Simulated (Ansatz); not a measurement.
**Si: response to strain**

Aim: deform Si (equal xx and yy strain of -2 %) and compute stress, forces and field gradients with LAPW, PAW and all-electron datasets made for the crystal.

Program: Ansatz 0.2.0. Level of theory: DFT LDA, scalar-relativistic. These are calculated values, not measurements.

### Step 1. The structure to begin with

The structure is cubic, space group Fd-3m (No. 227). Conventional cell: a = 5.431 Å, b = 5.431 Å, c = 5.431 Å, α = 90.00°, β = 90.00°, γ = 90.00°. Si (site symmetry -43m) is surrounded by 4 Si at 2.35 Å.

As a file:

```
CELL_PARAMETERS angstrom
0.00000 2.71547 2.71547
2.71547 0.00000 2.71547
2.71547 2.71547 0.00000
ATOMIC_POSITIONS crystal
Si 0.50000 0.50000 0.50000
Si 0.75000 0.75000 0.75000
```

Atoms are numbered in the order of the input: Si1, Si2.

### Step 2. After the deformation

Space group Fd-3m before, I4_1/amd after.

### Step 3. LAPW, all electrons

input.yaml

```yaml
crystal:
  lattice:
    - [0.0, 2.6611606, 2.71547]
    - [2.6611606, 0.0, 2.71547]
    - [2.6611606, 2.6611606, 0.0]
  atoms:
    - { symbol: Si, position: [0.5, 0.5, 0.5] }
    - { symbol: Si, position: [0.75, 0.75, 0.75] }
kpoints:
  mp_grid: { grid: [11, 11, 11] }
  band_path:
    path:
      - [0.0, 0.0, 0.0]
      - [0.0, 0.5, 0.5]
      - [0.25, 0.75, 0.5]
      - [0.0, 0.5, 0.0]
      - [0.0, 0.0, 0.0]
      - [0.5, 0.5, 0.0]
      - [0.37005, 0.62995, 0.0]
      - [-0.37005, 0.37005, 0.0]
      - [0.0, 0.0, 0.0]
    npoints: 5
scf:
  occupations: { method: fermi_dirac, width: 0.08 }
hamiltonian:
  xc: lda
  pseudopotentials: { kind: all_electron, lapw: { basis_error: 0.00025 } }
output:
  forces: true
  stress: true
  eigenvalues: true
```

Command:

```console
$ ansatz run input.yaml --threads 1 --pin off --max-ram 3072MiB --backend cpu --events-out ev --progress --plain --runs-dir out
```

### Step 4. PAW with frozen cores

input.yaml

```yaml
crystal:
  lattice:
    - [0.0, 2.6611606, 2.71547]
    - [2.6611606, 0.0, 2.71547]
    - [2.6611606, 2.6611606, 0.0]
  atoms:
    - { symbol: Si, position: [0.5, 0.5, 0.5] }
    - { symbol: Si, position: [0.75, 0.75, 0.75] }
kpoints:
  mp_grid: { grid: [11, 11, 11] }
scf:
  occupations: { method: fermi_dirac, width: 0.08 }
hamiltonian:
  xc: lda
  pseudopotentials: { kind: paw }
output:
  forces: true
  stress: true
  eigenvalues: true
  efg: { contact_densities: true }
```

### Step 5. All-electron PAW on datasets made for the crystal

Changes to input.yaml since step 4:

```diff
@@ -14,3 +14,3 @@
   xc: lda
-  pseudopotentials: { kind: paw }
+  pseudopotentials: { kind: all_electron, datasets: crystal }
 output:
```

(Steps that only read results are left out.)

Before running it: what results should come out? Wanted: pressure; largest shear or deviatoric stress.

As calculated:

| quantity | value |
| --- | --- |
| pressure | LAPW 2.38, PAW 2.45, crystal datasets 2.38 GPa |
| largest shear or deviatoric stress (LAPW) | 1.33 GPa |

**Reading.** The largest part of the stress beyond the pressure is 1.33 GPa in size, in the zz component; the atoms are carried along and not relaxed. No run of the undeformed cell stands beside it, so the pressure holds what the given cell had before the change. PAW: stress within 0.07 GPa of LAPW. Crystal datasets: stress within 0.01 GPa of LAPW.
